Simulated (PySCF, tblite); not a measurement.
# C4H11FN2Si: geometry, infrared bands and NMR shifts

Wanted: the infrared bands and NMR shifts of C4H11FN2Si (`N[C@@H]1CC[C@@H]1N[SiH2]F`), by calculation.

Programs: tblite 0.8.0 and PySCF 2.14.0, with density-fitted response routines of our own. Each step states its level of theory. These are calculated values for one molecule in the gas phase, unless marked as measured. Atoms count from 0, in the outputs and in this text.

## 1. Starting geometry

19 atoms, charge 0, multiplicity 1; geometry from: force field or distance geometry start.

Bonds of the start (Å): N0–C1 1.42, C1–C2 1.50, C2–C3 1.51, C3–C4 1.53, C4–N5 1.43, N5–Si6 1.81, Si6–F7 1.69, C4–C1 1.50, N0–H8 1.03, N0–H9 1.03, C1–H10 1.10, C2–H11 1.09, C2–H12 1.11, C3–H13 1.11, C3–H14 1.11, C4–H15 1.10, N5–H16 1.06, Si6–H17 1.48, Si6–H18 1.44.

## 2. Optimising the geometry with GFN2-xTB

The job: settings as JSON, then the geometry in Å.

```
{"job": {"kind": "relax", "xc": "GFN2-xTB", "basis": "xTB"}, "charge": 0, "multiplicity": 1}
N     -1.821300     1.388800     0.943500
C     -1.312200     0.717800    -0.195000
C     -1.556200    -0.759700    -0.168000
C     -0.195100    -0.943700    -0.799600
C      0.158600     0.436800    -0.236000
N      0.868400     0.279400     0.998200
Si     2.617900    -0.037000     0.634400
F      3.136000    -1.411700     1.471000
H     -1.151800     1.935500     1.506000
H     -2.587700     0.947100     1.470200
H     -1.724900     1.150900    -1.116200
H     -1.728100    -1.253600     0.790300
H     -2.388000    -1.028700    -0.859300
H     -0.191600    -1.007900    -1.907400
H      0.373500    -1.767800    -0.313700
H      0.658600     1.022800    -1.018600
H      0.526800    -0.620500     1.446500
H      3.410000     1.096100     1.151100
H      2.897100    -0.135100    -0.774600
```

The run is started by

```sh
$ OMP_NUM_THREADS=1 python probes_run.py task.json out
```

The driver reads the jobs from task.json and runs them one after another.

**Question.** This job is followed by: GFN2-xTB harmonic vibrations, gas phase; GIAO PBE0/pcSseg-1 NMR shielding, non-relativistic, gas phase. What will the session give for the following? strongest single infrared mode (GFN2-xTB); zero-point energy (GFN2-xTB); 13C shifts against TMS (PBE0/pcSseg-1); 1H shifts against TMS (PBE0/pcSseg-1, means over atoms taken as alike); 15N shifts against NH3 (PBE0/pcSseg-1); 29Si shifts against TMS (PBE0/pcSseg-1); 19F shifts against CFCl3 (PBE0/pcSseg-1).

**Answer**, as computed:

| quantity | value |
| --- | --- |
| strongest single infrared mode (GFN2-xTB) | 2240 cm⁻¹, 344 km/mol |
| zero-point energy (GFN2-xTB) | 95.0 kcal/mol |
| 13C shifts against TMS (PBE0/pcSseg-1) | 53.8, 51.1, 29.2, 27.1 ppm |
| 1H shifts against TMS (PBE0/pcSseg-1, means over atoms taken as alike) | 5.38, 5.12, 3.28, 2.99, 2.40, 2.29, 1.50, 1.28, 0.83, 0.36 ppm |
| 15N shifts against NH3 (PBE0/pcSseg-1) | 40.4, 40.2 ppm |
| 29Si shifts against TMS (PBE0/pcSseg-1) | -17.0 ppm |
| 19F shifts against CFCl3 (PBE0/pcSseg-1) | -210.1 ppm |

In words: Relaxing lowered the energy by 1.395 eV in 176 steps; the close pair that moved most is N5–Si6, from 1.815 to 1.708 Å. No mode is imaginary among the 51: a minimum at this level. The strongest single mode, at 2240 cm⁻¹, moves mainly H17. GFN2-xTB is a fitted tight-binding method: band positions and strengths are rough. Its intensities can rank the bands wrongly.
